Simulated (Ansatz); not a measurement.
# C2H6Cl3NSi: the cost of one run

All numbers below are computed with Ansatz 0.2.0 (RKS PBE0/STO-3G).

### Step 1. Starting point

Bond lengths: Si1–Cl2 2.130 Å, Si1–Cl3 2.130 Å, Si1–N4 1.819 Å, N4–C5 1.470 Å, C5–H6 1.110 Å, C5–H7 1.110 Å, C5–H8 1.110 Å, N4–C9 1.470 Å, C9–H10 1.110 Å, C9–H11 1.110 Å, C9–H12 1.110 Å, Si1–Cl13 2.128 Å. Angles (14 of 21 angles, heavy atoms first): Cl2–Si1–Cl3 109.4°, Cl2–Si1–N4 109.5°, Cl2–Si1–Cl13 109.5°, Cl3–Si1–N4 109.5°, Cl3–Si1–Cl13 109.5°, N4–Si1–Cl13 109.5°, Si1–N4–C5 120.0°, Si1–N4–C9 120.0°, C5–N4–C9 120.0°, N4–C5–H6 109.5°, N4–C5–H7 109.5°, N4–C5–H8 109.5°, N4–C9–H10 109.5°, N4–C9–H11 109.5°.

Structure file:

```xyz
13

Si    0.0000    0.0000    0.0000
Cl    0.0000    0.0000    2.1300
Cl    2.0086    0.0000   -0.7093
N    -0.8572    1.4851   -0.6061
C    -2.2719    1.4087   -0.9981
H    -2.8245    0.7784   -0.2704
H    -2.7088    2.4290   -1.0098
H    -2.3521    0.9607   -2.0106
C    -0.1354    2.7620   -0.7039
H    -0.2436    3.1711   -1.7300
H    -0.5567    3.4827    0.0276
H     0.9399    2.5975   -0.4831
Cl   -1.0032   -1.7381   -0.7093
```

### Step 2. Relaxing the start

input.yaml

```yaml
crystal:
  periodic: [false, false, false]
  atoms:
    - { symbol: Si, position_ang: [0.0, 0.0, 0.0] }
    - { symbol: Cl, position_ang: [0.0, 0.0, 2.13] }
    - { symbol: Cl, position_ang: [2.0086, 0.0, -0.7093] }
    - { symbol: "N", position_ang: [-0.8572, 1.4851, -0.6061] }
    - { symbol: C, position_ang: [-2.2719, 1.4087, -0.9981] }
    - { symbol: H, position_ang: [-2.8245, 0.7784, -0.2704] }
    - { symbol: H, position_ang: [-2.7088, 2.429, -1.0098] }
    - { symbol: H, position_ang: [-2.3521, 0.9607, -2.0106] }
    - { symbol: C, position_ang: [-0.1354, 2.762, -0.7039] }
    - { symbol: H, position_ang: [-0.2436, 3.1711, -1.73] }
    - { symbol: H, position_ang: [-0.5567, 3.4827, 0.0276] }
    - { symbol: H, position_ang: [0.9399, 2.5975, -0.4831] }
    - { symbol: Cl, position_ang: [-1.0032, -1.7381, -0.7093] }
basis:
  gaussian: { orbitals: STO-3G }
hamiltonian:
  xc: pbe0
relax:
  f_tol: 0.02
  max_steps: 40
```

Run with:

```console
$ ansatz run input.yaml --threads 1 --pin off --max-ram 2048MiB --backend cpu --events-out ev --progress --plain --runs-dir out
```

Q: Estimate wall time and peak memory on 1 thread of Intel Xeon Platinum 8488C (Sapphire Rapids), shared host.

About 63 s, with a peak of 0.18 GiB.
